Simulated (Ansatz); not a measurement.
**B3LYP/def2-TZVPP run of H3NO (hydroxylamine)**

What is the electronic atomisation energy of H3NO (hydroxylamine) at B3LYP/def2-TZVPP? 

Program for the calculation: Ansatz 0.2.0.

54 further runs of the same task are left out: 54 set aside as unsound or not needed.

## Step 1: The system as given

H3NO has 5 atoms, charge 0, and is taken as a singlet. As SMILES, `NO`. The coordinates come from a PBE0-D4/def2-TZVP relaxation. This is one conformer, not always the lowest.

Bond lengths: N1–O2 1.422 Å, N1–H3 1.016 Å, N1–H4 1.016 Å, O2–H5 0.960 Å. Angles: N1–O2–H5 102.8°, O2–N1–H3 104.5°, O2–N1–H4 104.5°, H3–N1–H4 106.0°.

## Step 2: A single-point energy at B3LYP/def2-TZVPP

The input, job.yaml:

```yaml
crystal:
  periodic: [false, false, false]
  atoms:
    - symbol: "N"
      position_ang: [-0.165120, -0.361290, -0.321170]
    - symbol: O
      position_ang: [0.364460, 0.666040, 0.508060]
    - symbol: H
      position_ang: [-0.162690, -1.190020, 0.266770]
    - symbol: H
      position_ang: [-1.141650, -0.109840, -0.446210]
    - symbol: H
      position_ang: [1.105010, 0.995100, -0.007440]
basis:
  gaussian:
    orbitals: def2-TZVPP
accuracy: high
total_charge: 0
hamiltonian:
  xc: {name: B3LYP}
output: {orbitals: {seedname: orbitals}}
```

Launch:

```bash
$ ansatz run job.yaml --threads 1 --pin off --max-ram 3480MiB --events-out events.jsonl --progress --plain --runs-dir runs
```

The log of the run:

```text
Warning: RAYON_NUM_THREADS=1 ignored (pool sized by the plan → 1); use --threads N
Functional definition: B3LYP
  name "B3LYP"
  parameter a0 = 0.2
  parameter ax = 0.72
  parameter ac = 0.81
  exchange = (1 - a0 - ax)*slater_x + ax*b88_x + a0*exact_x
  correlation = (1 - ac)*vwn_rpa_c + ac*lyp_c
1821 factors; integrals over basis functions are off by at most 3.5e-9 eV
mean field evaluation 1: about -3581.4794 eV, gradient 5.0e1 eV
mean field evaluation 2: about -3577.4114 eV, gradient 6.8e1 eV
mean field evaluation 4: about -3585.9388 eV, gradient 2.8e0 eV
mean field evaluation 8: about -3585.9487 eV, gradient 4.1e-2 eV
mean field evaluation 16: about -3585.9487 eV, gradient 1.5e-7 eV
mean field -3585.94866250 eV, -131.7811827035 hartree, gradient 3.4e-8 eV, S^2 0.000000; 0 other end points of the search recorded, 0 dependent functions left out
reference -3585.94869320 eV, -131.7811838318 hartree; 9, 9 occupied and 95, 95 virtual orbitals, 1821 factors
Total energy: -3585.94869320 eV, -131.7811838318 hartree
```

It took 3.6 s on 1 thread of Arm Neoverse V2, shared host; peak memory 0.24 GiB.

## Step 3: The H atom

The input, input.yaml:

```yaml
crystal:
  periodic: [false, false, false]
  atoms:
    - {symbol: H, position_ang: [0.000000, 0.000000, 0.000000]}
basis:
  gaussian:
    orbitals: def2-TZVPP
total_charge: 0
magnetization:
  spin_polarized: true
  initial_magnetization: 1
hamiltonian:
  xc: {name: B3LYP}
accuracy: high
```

Run the same way, it converges to -0.50215 Eh (log not shown).

## Step 4: The N atom at the same level

The input, run.yaml:

```yaml
basis:
  gaussian:
    orbitals: def2-TZVPP
crystal:
  periodic: [false, false, false]
  atoms:
    - {symbol: "N", position_ang: [0.000000, 0.000000, 0.000000]}
magnetization:
  spin_polarized: true
  initial_magnetization: 3
hamiltonian:
  xc: {name: B3LYP}
accuracy: high
```

Run the same way, it converges to -54.60398 Eh (log not shown).

## Step 5: The O atom at the same level

The input, input.yaml:

```yaml
basis:
  gaussian:
    orbitals: def2-TZVPP
crystal:
  periodic: [false, false, false]
  atoms:
    - {symbol: O, position_ang: [0.000000, 0.000000, 0.000000]}
magnetization:
  spin_polarized: true
  initial_magnetization: 2
hamiltonian:
  xc: {name: B3LYP}
accuracy: high
```

Run the same way, it converges to -75.09628 Eh (log not shown).

## Step 6: Summary of results

At B3LYP/def2-TZVPP:

| quantity | value |
| --- | --- |
| molecule: total energy | -131.78118 Eh |
| molecule: HOMO energy | -7.22 eV |
| molecule: LUMO energy | 0.77 eV |
| molecule: HOMO–LUMO gap | 7.98 eV |
| H atom: total energy | -0.50215 Eh |
| H atom: ⟨S²⟩ | 0.750 |
| N atom: total energy | -54.60398 Eh |
| N atom: ⟨S²⟩ | 3.754 |
| O atom: total energy | -75.09628 Eh |
| O atom: ⟨S²⟩ | 2.003 |
| electronic atomisation energy | 15.632 eV |

In words: Taking the molecule apart into free atoms costs 15.63 eV (1508 kJ/mol), before zero-point energy and without spin-orbit coupling.
